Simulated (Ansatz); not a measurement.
**Sn2F: one candidate of a structure search**

Aim: relax a trial structure of Sn2F and see where it ends.

Method: DFT PBE, scalar-relativistic, plane waves, PAW, in Ansatz 0.2.0.

2 further runs of the same task are left out: 1 that didn't finish, 1 set aside as unsound or not needed.

**1. Starting point**

Symmetry: P6mm, No. 183, hexagonal system. Conventional cell: a = 4.047 Å, b = 4.047 Å, c = 5.901 Å, α = 90.00°, β = 90.00°, γ = 120.00°. Sn (site symmetry 3m) is surrounded by 3 Sn at 2.34 Å. F (site symmetry 6mm) is surrounded by 6 Sn at 3.45 Å.

As a file:

```
CELL_PARAMETERS angstrom
4.04709 0.00000 0.00000
-2.02355 3.50488 0.00000
0.00000 0.00000 5.90093
ATOMIC_POSITIONS crystal
Sn 0.33333 0.66667 0.02452
Sn 0.66667 0.33333 0.02452
F 0.00000 0.00000 0.45525
```

The cell is invented: random cell by space group and Wyckoff sites (P6mm, No. 183). The dimensions are guesses.

**2. A first look at the guess**

input.yaml

```yaml
crystal:
  lattice:
    - [4.04709209, 0.0, 0.0]
    - [-2.02354605, 3.50488456, 0.0]
    - [0.0, 0.0, 5.90092605]
  atoms:
    - { symbol: Sn, position: [0.33333333, 0.66666667, 0.02452167] }
    - { symbol: Sn, position: [0.66666667, 0.33333333, 0.02452167] }
    - { symbol: F, position: [0.0, 0.0, 0.45524668] }
basis:
  ecutwfc: 420
kpoints:
  mp_grid: { grid: [6, 6, 4] }
hamiltonian:
  xc: pbe
scf:
  occupations: { method: gaussian, width: 0.1 }
  lower_state_search: "off"
output:
  forces: true
  stress: true
  eigenvalues: true
```

Command:

```sh
ansatz run input.yaml --threads 1 --pin off --max-ram 2560MiB --backend cpu --events-out ev --progress --plain --runs-dir out
```

Further runs follow: rough relaxation on the coarse mesh; another rough relaxation; final relaxation; the kicked end on a coarse mesh; rough relaxation on the coarse mesh (after the kick); relaxation on the finer mesh (after the kick).

Before running it: what results should come out? Wanted: conventional cell; volume; energy over the elements; gap on the mesh.

As calculated:

| quantity | value |
| --- | --- |
| symmetry at the first end (tolerance 0.05 Å) | space group P6/mmm (No. 191) |
| conventional cell | a = 5.011 Å, b = 5.011 Å, c = 3.139 Å, α = 90.00°, β = 90.00°, γ = 120.00° |
| volume | 22.75 Å³/atom |
| energy over the elements (uncorrected; H, N, O, F and Cl as molecules), grey Sn | -0.68 eV/atom |
| gap on the mesh | none (metal) |

In words: The symmetry goes from space group P6mm (No. 183) to space group P6/mmm (No. 191), and the volume per atom shrinks by 18.5 % from the first guess. A negative formation energy is needed for stability but isn't enough; other structures and compounds were not set against it here. No finished test with a distortion of lower symmetry is shown, so the end may be a saddle point. The final runs have no spin polarisation, so no magnetic state was tried and one may lie lower. Where a structure here is layered, its layers are held mostly by dispersion, which this level lacks, so their spacing and the stiffness across them are unreliable there.
